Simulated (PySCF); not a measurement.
**C6H5F (fluorobenzene) at 6 levels**

Wanted: a comparison of 6 runs (HF/STO-3G, HF/3-21G, HF/def2-SVP, B3LYP/6-31G*, SVWN5/6-31G*, SVWN5/6-311G**) of C6H5F (fluorobenzene). Input form: a Python script.

The results are computed with PySCF 2.14.0.

## (1) The system as given

The species is C6H5F (12 atoms), meant as a singlet with charge 0. SMILES: `Fc1ccccc1`. Geometry: relaxed at PBE0-D4/def2-TZVP.

Bond lengths: F1–C2 1.340 Å, C2–C3 1.381 Å, C3–C4 1.387 Å, C4–C5 1.387 Å, C5–C6 1.387 Å, C2–C7 1.381 Å, C6–C7 1.387 Å, C3–H8 1.083 Å, C4–H9 1.084 Å, C5–H10 1.083 Å, C6–H11 1.084 Å, C7–H12 1.083 Å. Some angles: F1–C2–C3 118.9°, F1–C2–C7 118.9°, C3–C2–C7 122.3°, C2–C3–C4 118.5°, C3–C4–C5 120.5°, C4–C5–C6 119.8°, C5–C6–C7 120.5°, C2–C7–C6 118.5°, C2–C3–H8 119.6°, C4–C3–H8 121.9°.

## (2) Energy and forces at HF/STO-3G (run 1)

File run.py:

```python
from pyscf import gto, scf

system = gto.Mole()
system.atom = '''
F      0.705624    -5.011327    -0.092597
C      0.352736    -2.505059    -0.046279
C     -1.408734    -1.511441     1.603489
C     -1.761829     1.085364     1.638846
C     -0.371520     2.638511     0.048755
C      1.385396     1.588164    -1.589449
C      1.763058    -1.004711    -1.649958
H     -2.470137    -2.763517     2.825537
H     -3.136737     1.896038     2.922197
H     -0.656907     4.665224     0.086190
H      2.476486     2.792826    -2.835572
H      3.122546    -1.870035    -2.911161
'''
system.charge = 0
system.max_memory = 1860
system.unit = 'bohr'
system.verbose = 4
system.basis = 'sto-3g'
system.build()

mf = scf.RHF(system)
mf.conv_tol = 1e-10
mf.kernel()
if not mf.converged:
    mf = mf.newton().run(mf.mo_coeff, mf.mo_occ)

e_tot = mf.e_tot
print('E(%s) = %.9f' % ('HF', e_tot))
grad = mf.nuc_grad_method().kernel()
mf.analyze()
```

Started as:

```sh
OMP_NUM_THREADS=1 python run.py
```

The program printed:

```text
PySCF version 2.14.0

[... 82 lines left out ...]
Total Energy =                        -325.350217569137726
[... 10 lines left out ...]
MO #4   energy= -11.0425515032777  occ= 2
[... 8 lines left out ...]
MO #13  energy= -0.765050085171521 occ= 2
[... 8 lines left out ...]
MO #22  energy= -0.444023326863468 occ= 2
[... 8 lines left out ...]
MO #31  energy= 0.640679447749755  occ= 0
[... 8 lines left out ...]
MO #40  energy= 1.15213233385919   occ= 0
[... 55 lines left out ...]
Dipole moment(X, Y, Z, Debye): -0.13526,  0.96051,  0.01773
```

Wall time 7.5 s (1 thread of Intel Xeon at 2.50GHz (Skylake/Cascade Lake), shared host); peak memory 0.12 GiB.

## (3) Energy and forces at HF/3-21G (run 2)

File geometry.xyz:

```xyz
12

F      0.373400    -2.651880    -0.049000
C      0.186660    -1.325620    -0.024490
C     -0.745470    -0.799820     0.848530
C     -0.932320     0.574350     0.867240
C     -0.196600     1.396240     0.025800
C      0.733120     0.840420    -0.841100
C      0.932970    -0.531670    -0.873120
H     -1.307140    -1.462390     1.495210
H     -1.659890     1.003340     1.546360
H     -0.347620     2.468730     0.045610
H      1.310500     1.477900    -1.500520
H      1.652380    -0.989580    -1.540520
```

File job.py:

```python
from pyscf import gto

molecule = gto.Mole()
molecule.atom = 'geometry.xyz'
molecule.charge = 0
molecule.basis = '3-21g'
molecule.spin = 0
molecule.max_memory = 1860
molecule.verbose = 4
molecule.build()

mf = molecule.RHF()
mf.conv_tol = 1e-10
mf.kernel()
if not mf.converged:
    mf = mf.newton().run(mf.mo_coeff, mf.mo_occ)

etot = mf.e_tot
print('E(%s) = %.9f' % ('HF', etot))
grad = mf.nuc_grad_method().kernel()
mf.analyze()
```

Started as:

```sh
OMP_NUM_THREADS=1 python job.py
```

The program printed:

```text
PySCF version 2.14.0

[... 94 lines left out ...]
MO #3   energy= -11.1967275624062  occ= 2
[... 13 lines left out ...]
MO #17  energy= -0.676619749130933 occ= 2
[... 13 lines left out ...]
MO #31  energy= 0.357741738776991  occ= 0
[... 13 lines left out ...]
MO #45  energy= 1.01564095143288   occ= 0
[... 13 lines left out ...]
MO #59  energy= 1.42803643675815   occ= 0
[... 13 lines left out ...]
MO #73  energy= 4.3771088669608    occ= 0
[... 88 lines left out ...]
Dipole moment(X, Y, Z, Debye): -0.26983,  1.91607,  0.03537
```

Run time: 9.3 s. Hardware: 1 thread of Intel Xeon at 2.50GHz (Skylake/Cascade Lake), shared host; peak memory 0.15 GiB.

Run 3 isn't shown in full; the table further down has it.

## (4) Energy and forces at B3LYP/6-31G(d) (spherical functions) (run 4)

File run.py:

```python
from pyscf import gto, dft

mol = gto.M(
    atom='''
F      0.705624    -5.011327    -0.092597
C      0.352736    -2.505059    -0.046279
C     -1.408734    -1.511441     1.603489
C     -1.761829     1.085364     1.638846
C     -0.371520     2.638511     0.048755
C      1.385396     1.588164    -1.589449
C      1.763058    -1.004711    -1.649958
H     -2.470137    -2.763517     2.825537
H     -3.136737     1.896038     2.922197
H     -0.656907     4.665224     0.086190
H      2.476486     2.792826    -2.835572
H      3.122546    -1.870035    -2.911161
''',
    verbose=4,
    unit='bohr',
    basis='6-31g*',
    max_memory=1860,
)

mf = dft.RKS(mol)
mf.xc = 'b3lyp'
mf.conv_tol = 1e-10
mf.grids.level = 5
mf.kernel()
if not mf.converged:
    mf = mf.newton().run(mf.mo_coeff, mf.mo_occ)

e_tot = mf.e_tot
print('E = %.10f Eh' % e_tot)
grad = mf.nuc_grad_method().kernel()
dip = mf.dip_moment()
pop, q = mf.mulliken_pop()
```

Started as:

```sh
OMP_NUM_THREADS=1 python run.py
```

The program printed:

```text
PySCF version 2.14.0

[... 80 lines left out ...]
converged SCF energy = -331.476128686151
[... 13 lines left out ...]
Dipole moment(X, Y, Z, Debye): -0.18068,  1.28300,  0.02368
[... 121 lines left out ...]
charge of   11H =      0.14383
```

Wall time 1.9 min (1 thread of Intel Xeon at 2.50GHz (Skylake/Cascade Lake), shared host); peak memory 1.1 GiB.

Run 5 isn't shown in full; the table further down has it.

## (5) Energy and gradient at SVWN5/6-311G(d,p) (run 6)

File run.py:

```python
import pyscf.grad
from pyscf import gto, dft

mol = gto.M(
    atom='''
F        0.373400      -2.651880      -0.049000
C        0.186660      -1.325620      -0.024490
C       -0.745470      -0.799820       0.848530
C       -0.932320       0.574350       0.867240
C       -0.196600       1.396240       0.025800
C        0.733120       0.840420      -0.841100
C        0.932970      -0.531670      -0.873120
H       -1.307140      -1.462390       1.495210
H       -1.659890       1.003340       1.546360
H       -0.347620       2.468730       0.045610
H        1.310500       1.477900      -1.500520
H        1.652380      -0.989580      -1.540520
''',
    max_memory=1860,
    basis='6-311g**',
    verbose=3,
)

mf = dft.RKS(mol, xc='svwn')
mf.conv_tol = 1e-10
mf.grids.level = 5
mf.kernel()
if not mf.converged:
    mf = mf.newton().run(mf.mo_coeff, mf.mo_occ)

e_tot = mf.e_tot
print(f'total energy: {e_tot:.8f} hartree')
grad = mf.Gradients().kernel()
dip = mf.dip_moment()
pop, q = mf.mulliken_pop()
```

Started as:

```sh
OMP_NUM_THREADS=1 python run.py
```

The program printed:

```text
converged SCF energy = -328.812474793498
total energy: -328.81247479 hartree
[... 8 lines left out ...]
Dipole moment(X, Y, Z, Debye): -0.18383,  1.30534,  0.02409
[... 169 lines left out ...]
charge of   11H =      0.13974
```

Wall time 2 min (1 thread of Intel Xeon at 2.50GHz (Skylake/Cascade Lake), shared host); peak memory 1.2 GiB.

## (6) The series

| run | level | integration grid | energy (Eh) | dipole moment (D) | HOMO energy (eV) | LUMO energy (eV) | wall time |
| --- | --- | --- | --- | --- | --- | --- | --- |
| 1 | HF/STO-3G | – | -325.350218 | 0.97 | -7.36 | 7.03 | 7.5 s |
| 2 | HF/3-21G | – | -327.742720 | 1.94 | -9.33 | 3.61 | 9.3 s |
| 3 | HF/def2-SVP | – | -329.305770 | 1.84 | -9.34 | 3.24 | 35 s |
| 4 | B3LYP/6-31G* (spherical functions) | 5 | -331.476129 | 1.30 | -6.62 | -0.17 | 1.9 min |
| 5 | SVWN5/6-31G* (spherical functions) | 5 | -328.701628 | 1.16 | -5.94 | -1.11 | 72 s |
| 6 | SVWN5/6-311G** | 5 | -328.812475 | 1.32 | -6.29 | -1.53 | 2 min |

## (7) Summary of results

| quantity | value |
| --- | --- |
| run 6: total energy | -328.81247 Eh |
| run 6: dipole moment | 1.32 D |
| run 6: HOMO energy | -6.29 eV |
| run 6: LUMO energy | -1.53 eV |
| run 6: HOMO–LUMO gap | 4.76 eV |
| run 6: largest force on an atom | 0.383 eV/Å |

**Reading.** The dipole moment (its size) runs from 0.97 D (HF/STO-3G) to 1.94 D (HF/3-21G). The HOMO–LUMO gap runs from 4.76 eV (SVWN5/6-311G**) to 14.39 eV (HF/STO-3G). The two ends differ in method and basis. Totals of different functionals can't be ranked against each other. In run 1 the basis is minimal, so the values are rough. All runs together took 6 min, the longest 2 min.
